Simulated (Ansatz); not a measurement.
# NbTe2: the cost of one run

Program: Ansatz 0.2.0. Level of theory: DFT PBE, scalar-relativistic, plane waves, PAW, unless a step names another level. These are calculated values, not measurements.

### 1 The structure to begin with

The structure is hexagonal, space group P-6m2 (No. 187). Conventional cell: a = 3.691 Å, b = 3.691 Å, c = 30.961 Å, α = 90.00°, β = 90.00°, γ = 120.00°. Nb (site symmetry -6m2) is surrounded by 6 Te at 2.82 Å. Around Te (site symmetry 3m) lie 3 Nb at 2.82 Å.

As a file:

```xyz
3
Lattice="3.6910 0.0000 0.0000 -1.8455 3.1965 0.0000 0.0000 0.0000 30.9607" Properties=species:S:1:pos:R:3 pbc="T T F"
Nb    0.0000    0.0000    9.0078
Te    1.8455    1.0655    7.1584
Te    1.8455    1.0655   10.8572
```

It is the end of an earlier relaxation with the same method, from a generated guess; it needn't be the stable form of this composition. At a tolerance of 0.05 Å it has layer group p-6m2 (No. 78); it has 3.93 Å²/atom, an uncorrected energy of -0.43 eV/atom over the elements.

It is a sheet, periodic along a and b, with vacuum along c; volumes and pressures of the box carry no meaning, and space groups named for it are those of the box.

### 2 Static run: bands, density of states and charges

The input, input.yaml:

```yaml
crystal:
  lattice:
    - [3.6910033675, -2.887e-07, 0.0]
    - [-1.8455014338, 3.1965028261, 0.0]
    - [0.0, 0.0, 30.960658]
  atoms:
    - { symbol: Nb, position: [0.0, 0.0, 0.290944], spin: 0.48 }
    - { symbol: Te, position: [0.6666666667, 0.3333333333, 0.23121] }
    - { symbol: Te, position: [0.6666666667, 0.3333333333, 0.350678] }
  periodic: [true, true, false]
basis:
  ecutwfc: 420
kpoints:
  mp_grid: { grid: [12, 12, 1] }
  band_path:
    path:
      - [0.0, 0.0, 0.0]
      - [0.5, 0.0, 0.0]
      - [0.33333333, 0.33333333, 0.0]
      - [0.0, 0.0, 0.0]
    npoints: 14
hamiltonian:
  xc: pbe
scf:
  occupations: { method: gaussian, width: 0.1 }
  n_extra_bands: 7
output:
  forces: true
  stress: true
  eigenvalues: true
  populations: true
  dos: { projected: true, de: 0.02, nscf_kmesh: { grid: [15, 15, 1] } }
  bader: true
  write_density: true
  write_potential: true
  elf: true
  volumetric_format: npy
magnetization:
  spin_polarized: true
checkpoint:
  read: start.run
  write: ck
  compress: false
  write_wavefunctions: false
  write_every: 100000
```

Run with:

```
$ ansatz run input.yaml --threads 1 --pin off --max-ram 3072MiB --backend cpu --events-out ev --progress --plain --runs-dir out
```

What time and memory should one allow on 1 thread of Intel Xeon Platinum 8488C (Sapphire Rapids), shared host?

About 1.8 min, with a peak of 0.84 GiB.
